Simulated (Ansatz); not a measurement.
**C4H14N3Sc: how energies converge with the basis set**

An exercise on one series of results from a longer session: the logs are not shown, and one member is left open.

The runs use Ansatz 0.2.0, Gaussian basis; one geometry, several basis sets.

The runs, in order: PBE0-D4/def2-SVP; ωB97M-V/def2-SVP; PBE0-D4/def2-QZVPP; ωB97M-V/def2-QZVPP; the functionals' def2-TZVPP values are taken from earlier runs.

**The geometry**

All runs share one geometry, relaxed beforehand with PBE0-D4 in a triple-zeta def2 set.

SMILES `C[N](C)[Sc]([NH2])[N](C)C`, 22 atoms, charge 0, spin multiplicity 1.

Atoms are counted from 1 here; the program's logs count them from 0.

Bond lengths: C1–N2 1.442 Å, C1–H9 1.097 Å, C1–H10 1.102 Å, C1–H11 1.102 Å, N2–C3 1.437 Å, N2–Sc4 1.996 Å, C3–H12 1.102 Å, C3–H13 1.094 Å, C3–H14 1.102 Å, Sc4–N5 2.005 Å, Sc4–N6 1.996 Å, N5–H15 1.012 Å, N5–H16 1.012 Å, N6–C7 1.442 Å, N6–C8 1.437 Å, C7–H17 1.102 Å, C7–H18 1.097 Å, C7–H19 1.102 Å and more. Angles: N2–C1–H9 111.1°, N2–C1–H10 112.2°, N2–C1–H11 112.2°, H9–C1–H10 107.0°, H9–C1–H11 107.0°, H10–C1–H11 106.9°, C1–N2–C3 111.4°, C1–N2–Sc4 118.6°, C3–N2–Sc4 130.0°, N2–C3–H12 112.1°, N2–C3–H13 111.1°, N2–C3–H14 112.1°, H12–C3–H13 107.2°, H12–C3–H14 106.7°, H13–C3–H14 107.2°, N2–Sc4–N5 118.8°, N2–Sc4–N6 122.5°, N5–Sc4–N6 118.8° and more.

Coordinates:

```
C     1.3760   -0.7318   -2.5808
N     0.9237   -0.8782   -1.2199
C     1.3468   -2.1313   -0.6574
Sc   -0.1462    0.5967   -0.4047
N    -0.5459    2.2225   -1.5081
N    -0.8341    0.5138    1.4673
C    -1.5935    1.6295    1.9740
C    -0.6982   -0.5214    2.4551
H     1.0502    0.2261   -3.0039
H     0.9844   -1.5248   -3.2381
H     2.4746   -0.7629   -2.6608
H     0.9556   -2.9933   -1.2220
H     1.0009   -2.2369    0.3754
H     2.4442   -2.2318   -0.6455
H    -1.0741    3.0358   -1.2183
H    -0.2591    2.3911   -2.4641
H    -2.6132    1.3383    2.2736
H    -1.6935    2.4154    1.2158
H    -1.1198    2.0902    2.8559
H    -0.1826   -0.1653    3.3618
H    -0.1213   -1.3655    2.0650
H    -1.6746   -0.9163    2.7799
```

The first run:

File in.yaml:

```yaml
crystal:
  periodic: [false, false, false]
  atoms:
    - {symbol: C, position_ang: [1.376018, -0.731781, -2.580841]}
    - {symbol: N, position_ang: [0.923651, -0.878180, -1.219929]}
    - {symbol: C, position_ang: [1.346768, -2.131332, -0.657426]}
    - {symbol: Sc, position_ang: [-0.146231, 0.596708, -0.404714]}
    - {symbol: N, position_ang: [-0.545929, 2.222494, -1.508145]}
    - {symbol: N, position_ang: [-0.834082, 0.513820, 1.467317]}
    - {symbol: C, position_ang: [-1.593503, 1.629459, 1.974032]}
    - {symbol: C, position_ang: [-0.698216, -0.521396, 2.455104]}
    - {symbol: H, position_ang: [1.050183, 0.226060, -3.003935]}
    - {symbol: H, position_ang: [0.984367, -1.524798, -3.238100]}
    - {symbol: H, position_ang: [2.474611, -0.762912, -2.660813]}
    - {symbol: H, position_ang: [0.955564, -2.993255, -1.221992]}
    - {symbol: H, position_ang: [1.000904, -2.236883, 0.375397]}
    - {symbol: H, position_ang: [2.444242, -2.231760, -0.645469]}
    - {symbol: H, position_ang: [-1.074128, 3.035841, -1.218303]}
    - {symbol: H, position_ang: [-0.259145, 2.391139, -2.464111]}
    - {symbol: H, position_ang: [-2.613189, 1.338265, 2.273567]}
    - {symbol: H, position_ang: [-1.693510, 2.415434, 1.215824]}
    - {symbol: H, position_ang: [-1.119835, 2.090178, 2.855873]}
    - {symbol: H, position_ang: [-0.182622, -0.165342, 3.361788]}
    - {symbol: H, position_ang: [-0.121333, -1.365515, 2.065020]}
    - {symbol: H, position_ang: [-1.674583, -0.916258, 2.779877]}
basis:
  gaussian: {orbitals: def2-SVP}
hamiltonian: {xc: pbe0, dispersion: d4}
output: {orbitals: {seedname: orbitals}}
```

On the command line:

```
ansatz run in.yaml --threads 4 --pin off --events-out ev --progress --plain --max-ram 46080MiB --backend cpu
```

Among the steps run: PBE0-D4 in def2-SVP; ωB97M-V in def2-SVP; PBE0-D4 in def2-QZVPP; ωB97M-V in def2-QZVPP.

One table of the session follows, with a row left open; its other results are not shown here.

It belongs to the step «Density functionals: the series». 

| functional | basis | HOMO (eV) |
| --- | --- | --- |
| PBE0-D4 | def2-SVP | ? |
| PBE0-D4 | def2-TZVPP | -5.75 |
| PBE0-D4 | def2-QZVPP | -5.77 |
| ωB97M-V | def2-SVP | -7.85 |
| ωB97M-V | def2-TZVPP | -8.04 |
| ωB97M-V | def2-QZVPP | -8.06 |

Estimate the missing values for PBE0-D4, def2-SVP.

As computed: HOMO (eV): -5.55. In the column «HOMO (eV)» it is the highest.
